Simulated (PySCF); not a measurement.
# C4H6AsBO: a tour of settings, part 2 of 2

PySCF 2.14.0. Atoms count from 0. The steps go on from the part before.

## Step 4: J couplings: mPW1PW91/pcSseg-1

The job: settings as JSON, then the geometry in Å.

```
{"job": {"kind": "j", "xc": "mPW1PW91", "basis": "pcSseg-1"}, "charge": 0, "multiplicity": 1}
As    -2.752801     0.720893     0.448861
B     -1.485560    -0.471891    -0.524884
C     -0.004068    -0.178571    -0.325255
C      1.166260    -0.740787    -0.801624
C      2.234941    -0.008523    -0.256558
C      1.659653     0.960496     0.518406
O      0.335346     0.867752     0.488497
H     -2.161593     0.472837     1.801359
H     -3.802521    -0.326104     0.699231
H     -1.802520    -1.286150    -1.305701
H      1.233777    -1.580799    -1.464167
H      3.282602    -0.170773    -0.409764
H      2.092096     1.742105     1.113871
```

With the program's defaults for keys left out, this is: mPW1PW91/pcSseg-1 indirect spin-spin coupling, non-relativistic, gas phase.

What it wrote:

```text
coarse grid: 53248 points
cycle   1  E = -2491.7522693338  dE =  3.660e-01  |g| = 7.733e-01  |ddm| = 3.466e+00
cycle   2  E = -2491.7258115285  dE =  2.646e-02  |g| = 7.325e-01  |ddm| = 8.196e-01
cycle   3  E = -2491.7931687889  dE = -6.736e-02  |g| = 2.516e-01  |ddm| = 5.919e-01
cycle   4  E = -2491.8051616072  dE = -1.199e-02  |g| = 6.963e-02  |ddm| = 1.994e-01
cycle   5  E = -2491.8060698511  dE = -9.082e-04  |g| = 1.896e-02  |ddm| = 7.085e-02
cycle   6  E = -2491.8061649085  dE = -9.506e-05  |g| = 4.862e-03  |ddm| = 2.097e-02
cycle   7  E = -2491.8061696614  dE = -4.753e-06  |g| = 1.687e-03  |ddm| = 5.356e-03
final grid: 112560 points
cycle   8  E = -2491.8062010236  dE =  1.320e-06  |g| = 2.834e-03  |ddm| = 4.219e-03
cycle   9  E = -2491.8061964562  dE =  4.567e-06  |g| = 5.077e-03  |ddm| = 6.673e-03
cycle  10  E = -2491.8062030950  dE = -6.639e-06  |g| = 2.244e-04  |ddm| = 4.263e-03
cycle  11  E = -2491.8062031072  dE = -1.219e-08  |g| = 2.541e-05  |ddm| = 2.604e-04
cycle  12  E = -2491.8062031073  dE = -1.255e-10  |g| = 5.760e-06  |ddm| = 3.253e-05
converged SCF energy = -2491.8062031073

Indirect spin-spin couplings (Hz)
  i      j    bonds     total        FC       PSO       DSO        SD
  1 B    2 C    1     90.149    92.359    -2.702     0.401     0.091
  1 B    3 C    2     10.300     8.746     0.790     0.008     0.756
  1 B    4 C    3      1.679     1.605     0.221    -0.077    -0.070
  1 B    5 C    3      5.107     3.895     0.572    -0.101     0.741
  1 B    6 O    2     -9.693    -9.293    -0.307    -0.041    -0.053
  1 B    7 H    2     -4.454    -3.979    -0.383    -0.147     0.055
  1 B    8 H    2     -4.688    -4.106    -0.409    -0.204     0.031
  1 B    9 H    1    143.605   143.725    -1.586     1.126     0.340
  1 B   10 H    3      0.432     0.195     0.174     0.046     0.019
  1 B   11 H    4      0.303     0.298     0.401    -0.382    -0.015
  1 B   12 H    4     -0.295    -0.361     0.485    -0.431     0.012
  2 C    3 C    1     78.194    85.455    -7.555     0.295         -
  2 C    4 C    2     -1.779    -1.600    -0.198     0.020         -
  2 C    5 C    2      2.282     3.122    -0.829    -0.011         -
  2 C    6 O    1     17.617    11.211     6.581    -0.175         -
  2 C    7 H    3      1.263     1.214    -0.195     0.244         -
  2 C    8 H    3      3.551     3.864     0.091    -0.404         -
  2 C    9 H    2      5.251     5.625    -0.568     0.195         -
  2 C   10 H    2      7.284     8.549    -1.011    -0.254         -
  2 C   11 H    3      5.388     5.577     0.339    -0.528         -
  2 C   12 H    3      4.246     4.547     0.338    -0.639         -
  3 C    4 C    1     73.413    78.767    -5.599     0.245         -
  3 C    5 C    2     -2.965    -2.748    -0.227     0.010         -
  3 C    6 O    2      0.286    -1.454     1.737     0.002         -
  3 C    7 H    4      0.964     0.906     0.182    -0.123         -
  3 C    8 H    4      0.559     0.678     0.178    -0.297         -
  3 C    9 H    3      0.241     0.102     0.064     0.074         -
  3 C   10 H    1    169.613   168.634     0.064     0.914         -
  3 C   11 H    2     -0.503     0.451    -0.540    -0.414         -
  3 C   12 H    3      5.568     5.911     0.266    -0.610         -
  4 C    5 C    1     87.910    95.024    -7.375     0.261         -
  4 C    6 O    2      1.112    -0.348     1.447     0.012         -
  4 C    7 H    5     -0.520    -0.508     0.104    -0.115         -
  4 C    8 H    5     -0.211    -0.025     0.146    -0.332         -
  4 C    9 H    4      0.328     0.345     0.210    -0.227         -
  4 C   10 H    2      0.452     1.373    -0.524    -0.397         -
  4 C   11 H    1    167.199   165.798     0.506     0.896         -
  4 C   12 H    2      6.326     7.330    -0.506    -0.497         -
  5 C    6 O    1     12.669     3.919     8.897    -0.148         -
  5 C    7 H    5      1.143     1.054     0.102    -0.013         -
  5 C    8 H    5      0.361     0.606     0.196    -0.441         -
  5 C    9 H    4     -0.283    -0.285     0.327    -0.325         -
  5 C   10 H    3      7.000     7.284     0.296    -0.581         -
  5 C   11 H    2      4.893     6.172    -0.887    -0.392         -
  5 C   12 H    1    189.647   188.688    -0.077     1.036         -
  6 O    7 H    4     -0.899    -0.748     0.165    -0.316         -
  6 O    8 H    4     -1.855    -2.082    -0.070     0.297         -
  6 O    9 H    3     -7.551    -7.618    -0.077     0.145         -
  6 O   10 H    3     -2.070    -2.422     0.040     0.313         -
  6 O   11 H    3     -1.969    -2.338     0.041     0.329         -
  6 O   12 H    2    -13.515   -14.743     1.078     0.151         -
  7 H    8 H    2    -14.538   -14.181     0.542    -0.900         -
  7 H    9 H    3      2.790     3.937     0.854    -2.000         -
  7 H   10 H    5     -0.651    -0.544     0.662    -0.769         -
  7 H   12 H    6     -0.204    -0.538     0.225     0.110         -
  8 H    9 H    3      4.721     4.428    -0.094     0.388         -
  8 H   10 H    5     -0.655    -0.299     0.462    -0.817         -
  8 H   12 H    6     -1.133    -0.340     0.711    -1.505         -
  9 H   10 H    4      0.684     0.396    -0.431     0.719         -
  9 H   12 H    5      0.798     1.005     1.129    -1.336         -
 10 H   11 H    3      2.706     2.930     0.804    -1.027         -
 10 H   12 H    4     -0.403    -0.000     1.867    -2.270         -
 11 H   12 H    3      1.396     1.679     0.894    -1.177         -
```

Wall time 32 s (1 thread of Arm Neoverse V1, shared host); peak memory 0.9 GiB.

This basis has no tight s functions, so the Fermi-contact terms are rough.

Couplings of 1 Hz or more, nine at most for each number of bonds, with means over like pairs (isotopes 11B, 13C, 1H, 17O):

| pair | bonds | J (Hz) | Fermi contact (Hz) | dihedral (°) |
| --- | --- | --- | --- | --- |
| C5–H12 | 1 | 189.6 | 188.7 | – |
| C3–H10 | 1 | 169.6 | 168.6 | – |
| C4–H11 | 1 | 167.2 | 165.8 | – |
| B1–H9 | 1 | 143.6 | 143.7 | – |
| B1–C2 | 1 | 90.1 | 92.4 | – |
| C4–C5 | 1 | 87.9 | 95.0 | – |
| C2–C3 | 1 | 78.2 | 85.5 | – |
| C3–C4 | 1 | 73.4 | 78.8 | – |
| C2–O6 | 1 | 17.6 | 11.2 | – |
| H7–H8 | 2 | -14.5 | -14.2 | – |
| O6–H12 | 2 | -13.5 | -14.7 | – |
| B1–C3 | 2 | 10.3 | 8.7 | – |
| B1–O6 | 2 | -9.7 | -9.3 | – |
| C2–H10 | 2 | 7.3 | 8.5 | – |
| C4–H12 | 2 | 6.3 | 7.3 | – |
| C2–H9 | 2 | 5.3 | 5.6 | – |
| C5–H11 | 2 | 4.9 | 6.2 | – |
| B1–H7 | 2 | -4.6 | -4.0 | – |
| O6–H9 | 3 | -7.6 | -7.6 | 173 |
| C5–H10 | 3 | 7.0 | 7.3 | 180 |
| C3–H12 | 3 | 5.6 | 5.9 | -180 |
| C2–H11 | 3 | 5.4 | 5.6 | 180 |
| B1–C5 | 3 | 5.1 | 3.9 | -179 |
| C2–H12 | 3 | 4.2 | 4.5 | 180 |
| H7–H9 | 3 | 3.8 | 4.2 | – |
| H10–H11 | 3 | 2.7 | 2.9 | 0 |
| C2–H7 | 3 | 2.4 | 2.5 | – |
| O6–H7 | 4 | -1.4 | -1.4 | – |

The spin-dipole term was solved for some atoms only; pairs without it lack that part.

The response was solved for the nuclei of B, C, H alone, so couplings that need other nuclei can be missing.

Quadrupole couplings from the field gradients of the same density:

| atom | isotope | eQq/h (MHz) | η |
| --- | --- | --- | --- |
| As0 | 75As | -162.3 | 0.53 |
| O6 | 17O | -8.268 | 0.11 |
| B1 | 11B | 4.737 | 0.22 |

Joined with the shifts from before (OLYP/pcSseg-0, unscaled), the couplings predict the line list below for 400 MHz. Couplings to quadrupolar nuclei are left out.

¹H NMR δ 8.66 (br, 1H), 7.71 (d, J = 1.4 Hz, 1H), 7.08 (d, J = 2.7 Hz, 1H), 6.55 (dd, J = 2.7, 1.4 Hz, 1H), 3.30 (m, 2H).

## Step 5: Shielding tensors: OPBE/cc-pVDZ

The job, as its differences from that of step 4:

```diff
@@ -1,2 +1,2 @@
-{"job": {"kind": "j", "xc": "mPW1PW91", "basis": "pcSseg-1"}, "charge": 0, "multiplicity": 1}
+{"job": {"kind": "nmr", "xc": "OPBE", "basis": "cc-pVDZ", "pop": true, "scf": {"conv": 1e-08}}, "charge": 0, "multiplicity": 1}
 As    -2.752801     0.720893     0.448861
```

With the program's defaults for keys left out, this is: GIAO OPBE/cc-pVDZ NMR shielding, non-relativistic, gas phase.

What it wrote:

```text
final grid: 112560 points
cycle   1  E = -2492.4174143233  dE =  2.876e-01  |g| = 4.589e-01  |ddm| = 7.528e+00
cycle   2  E = -2492.3195798067  dE =  9.783e-02  |g| = 7.979e-01  |ddm| = 2.278e+00
cycle   3  E = -2492.4635699511  dE = -1.440e-01  |g| = 2.157e-01  |ddm| = 1.321e+00
cycle   4  E = -2492.4742138358  dE = -1.064e-02  |g| = 7.229e-02  |ddm| = 4.025e-01
cycle   5  E = -2492.4756407951  dE = -1.427e-03  |g| = 2.164e-02  |ddm| = 1.451e-01
cycle   6  E = -2492.4757719428  dE = -1.311e-04  |g| = 7.121e-03  |ddm| = 4.679e-02
cycle   7  E = -2492.4757837170  dE = -1.177e-05  |g| = 3.602e-03  |ddm| = 1.513e-02
cycle   8  E = -2492.4757871500  dE = -3.433e-06  |g| = 1.078e-03  |ddm| = 6.676e-03
cycle   9  E = -2492.4757874605  dE = -3.105e-07  |g| = 2.202e-04  |ddm| = 2.004e-03
cycle  10  E = -2492.4757874749  dE = -1.440e-08  |g| = 5.685e-05  |ddm| = 5.438e-04
cycle  11  E = -2492.4757874755  dE = -6.248e-10  |g| = 3.893e-05  |ddm| = 1.625e-04
converged SCF energy = -2492.4757874755

GIAO shielding tensors (ppm)
atom      isotropic    diamagn.    paramagn.     s11        s22        s33       span
  0 As    1901.423    2875.766    -974.343   1802.288   1877.872   2024.109    221.821
  1 B       43.151     200.984    -157.833    -48.377     42.788    135.040    183.417
  2 C       38.752     252.845    -214.093    -40.731     42.478    114.509    155.240
  3 C       74.841     254.024    -179.184      1.856     56.199    166.467    164.610
  4 C       87.952     254.093    -166.141     13.006     80.706    170.145    157.139
  5 C       55.551     254.128    -198.577    -20.688     63.857    123.485    144.174
  6 O       40.582     392.809    -352.227   -109.121    -23.869    254.736    363.857
  7 H       28.335      30.067      -1.732     20.471     25.297     39.238     18.767
  8 H       28.739      28.214       0.526     21.708     23.751     40.759     19.051
  9 H       23.247      31.120      -7.873     16.276     24.783     28.681     12.405
 10 H       24.501      32.919      -8.419     22.641     23.986     26.876      4.235
 11 H       25.002      31.446      -6.445     23.251     25.315     26.438      3.187
 12 H       23.917      31.124      -7.208     21.250     24.402     26.097      4.847
```

It took 27 s on 1 thread of Arm Neoverse V1, shared host; peak memory 0.64 GiB.

In short: δ C2 159.3, C5 142.5, C3 123.2, C4 110.1, H9 8.45, H12 7.78 ppm.

## Step 6: NMR shieldings: PBE0/6-31G

The job, as its differences from that of step 5:

```diff
@@ -1,2 +1,2 @@
-{"job": {"kind": "nmr", "xc": "OPBE", "basis": "cc-pVDZ", "pop": true, "scf": {"conv": 1e-08}}, "charge": 0, "multiplicity": 1}
+{"job": {"kind": "nmr", "xc": "PBE0", "basis": "6-31G", "pop": false, "grid": 1, "scf": {"guess": "sap"}}, "charge": 0, "multiplicity": 1}
 As    -2.752801     0.720893     0.448861
```

Method: GIAO PBE0/6-31G NMR shielding, non-relativistic, gas phase.

What it wrote:

```text
final grid: 53248 points
cycle   1  E = -2412.5657997824  dE =  7.111e+01  |g| = 7.868e+00  |ddm| = 1.343e+02
cycle   2  E = -2120.9628121645  dE =  2.916e+02  |g| = 1.087e+01  |ddm| = 1.550e+02
cycle   3  E = -2473.5614690797  dE = -3.526e+02  |g| = 1.010e+01  |ddm| = 8.019e+01
cycle   4  E = -2484.8487314675  dE = -1.129e+01  |g| = 6.973e+00  |ddm| = 9.545e+00
cycle   5  E = -2473.1947855287  dE =  1.165e+01  |g| = 7.235e+00  |ddm| = 7.201e+00
cycle   6  E = -2486.4943832022  dE = -1.330e+01  |g| = 5.854e+00  |ddm| = 7.082e+00
cycle   7  E = -2485.1955570149  dE =  1.299e+00  |g| = 4.883e+00  |ddm| = 5.079e+00
cycle   8  E = -2488.9585527182  dE = -3.763e+00  |g| = 3.697e+00  |ddm| = 4.651e+00
cycle   9  E = -2490.1786371314  dE = -1.220e+00  |g| = 2.298e+00  |ddm| = 2.880e+00
cycle  10  E = -2490.7636727241  dE = -5.850e-01  |g| = 9.296e-01  |ddm| = 1.980e+00
cycle  11  E = -2490.8888352851  dE = -1.252e-01  |g| = 3.502e-01  |ddm| = 1.367e+00
cycle  12  E = -2490.9309558095  dE = -4.212e-02  |g| = 7.652e-02  |ddm| = 6.579e-01
cycle  13  E = -2490.9326290453  dE = -1.673e-03  |g| = 2.224e-02  |ddm| = 1.148e-01
cycle  14  E = -2490.9327509165  dE = -1.219e-04  |g| = 1.255e-02  |ddm| = 5.180e-02
cycle  15  E = -2490.9328028257  dE = -5.191e-05  |g| = 2.229e-03  |ddm| = 2.013e-02
cycle  16  E = -2490.9328040970  dE = -1.271e-06  |g| = 7.147e-04  |ddm| = 3.311e-03
cycle  17  E = -2490.9328042150  dE = -1.180e-07  |g| = 2.453e-04  |ddm| = 8.771e-04
cycle  18  E = -2490.9328042309  dE = -1.592e-08  |g| = 7.268e-05  |ddm| = 2.873e-04
cycle  19  E = -2490.9328042323  dE = -1.391e-09  |g| = 2.088e-05  |ddm| = 1.264e-04
cycle  20  E = -2490.9328042324  dE = -9.913e-11  |g| = 9.136e-06  |ddm| = 4.346e-05
converged SCF energy = -2490.9328042324

GIAO shielding tensors (ppm)
atom      isotropic    diamagn.    paramagn.     s11        s22        s33       span
  0 As    2036.114    2871.457    -835.343   1969.187   2008.248   2130.907    161.720
  1 B       42.570     201.688    -159.119    -51.772     42.018    137.463    189.235
  2 C       37.717     252.352    -214.635    -46.039     43.807    115.384    161.423
  3 C       74.400     263.878    -189.477      1.639     52.528    169.034    167.395
  4 C       88.608     263.279    -174.671     13.611     79.427    172.787    159.176
  5 C       53.753     258.878    -205.125    -23.351     58.746    125.862    149.213
  6 O       31.886     405.743    -373.857   -122.266    -35.818    253.742    376.009
  7 H       29.507      30.635      -1.128     21.635     26.484     40.402     18.767
  8 H       29.984      29.648       0.336     23.009     24.812     42.130     19.121
  9 H       24.172      31.578      -7.406     17.242     26.007     29.266     12.024
 10 H       25.699      31.274      -5.575     23.887     25.881     27.330      3.443
 11 H       26.196      28.902      -2.706     24.521     26.571     27.497      2.976
 12 H       24.944      29.514      -4.570     22.718     25.674     26.440      3.722
```

Wall time 7.9 s (1 thread of Arm Neoverse V1, shared host); peak memory 0.57 GiB.

In short: δ C2 164.0, C5 148.0, C3 127.3, C4 113.1, H9 8.90, H12 8.13 ppm.

## Step 7: Run by run: NMR shifts

Shifts (ppm) of some atoms, chosen among heavy atoms and hydrogens apart, with basis size and wall time:

| run | C2 | C5 | C3 | C4 | H9 | H12 | O6 | functions | time |
| --- | --- | --- | --- | --- | --- | --- | --- | --- | --- |
| OLYP/pcSseg-0 | 173.0 | 156.6 | 132.9 | 119.4 | 8.66 | 7.71 | 325.7 | 91 | 14 s |
| OPBE/cc-pVDZ | 159.3 | 142.5 | 123.2 | 110.1 | 8.45 | 7.78 | 300.8 | 141 | 27 s |
| PBE0/6-31G | 164.0 | 148.0 | 127.3 | 113.1 | 8.90 | 8.13 | 289.2 | 93 | 7.9 s |

## Step 8: Summary of results

The summary covers parts 1 to 2.

| quantity | value |
| --- | --- |
| lowest singlet (B3LYP/def2-SVPD) | 3.97 eV (313 nm), f = 0.156 |
| brightest single state of those computed | state 2, 4.95 eV, f = 0.373 |
| lowest triplet | 2.99 eV |
| ¹³C shifts against TMS (OLYP/pcSseg-0) | 173.0, 156.6, 132.9, 119.4 ppm |
| ¹H shifts against TMS (OLYP/pcSseg-0, means over atoms taken as alike) | 8.66, 7.71, 7.08, 6.55, 3.30 ppm |
| ¹⁷O shifts against H2O (OLYP/pcSseg-0) | 325.7 ppm |
| shieldings of As, B (OLYP/pcSseg-0) | As0 1858.8, B1 25.7 ppm |
| largest coupling of the table (mPW1PW91/pcSseg-1) | ¹J(C,H) C5–H12, 189.6 Hz |
| range of the shift of O6 | 289.2 to 325.7 ppm |

What this shows: Single values in the summary come from the first run of each kind that ended normally (B3LYP/def2-SVPD; OLYP/pcSseg-0; mPW1PW91/pcSseg-1), which need not be the best level. The first singlet state (HOMO→LUMO 0.79, HOMO−1→LUMO 0.17) lies at 3.97 eV and is bright; of the 12 states computed, the strongest absorption comes from state 2 at 4.95 eV. The lowest triplet lies 0.98 eV below the lowest singlet. At OLYP/pcSseg-0: Shielding is most anisotropic at O6 (span 427 ppm, paramagnetic term -401 ppm). NICS(1)zz of -24 ppm above the planar ring from C2 marks a diatropic (aromatic) ring current. In the run at mPW1PW91/pcSseg-1, the largest coupling of the table is C5–H12, 189.6 Hz, of which the Fermi-contact term gives 188.7 Hz. Couplings across rotatable bonds belong to this one conformer; where others are populated, the observed values are averages. Among the atoms with a shift in every run: In ppm, O6 moves most: its shift spreads over 36.5 ppm, from 289.2 (PBE0/6-31G) to 325.7 (OLYP/pcSseg-0). Part of that comes from the computed reference. Spin-orbit coupling is left out, which matters for shieldings and couplings at and beside the heavy atoms. Couplings from bases without tight functions are rough.
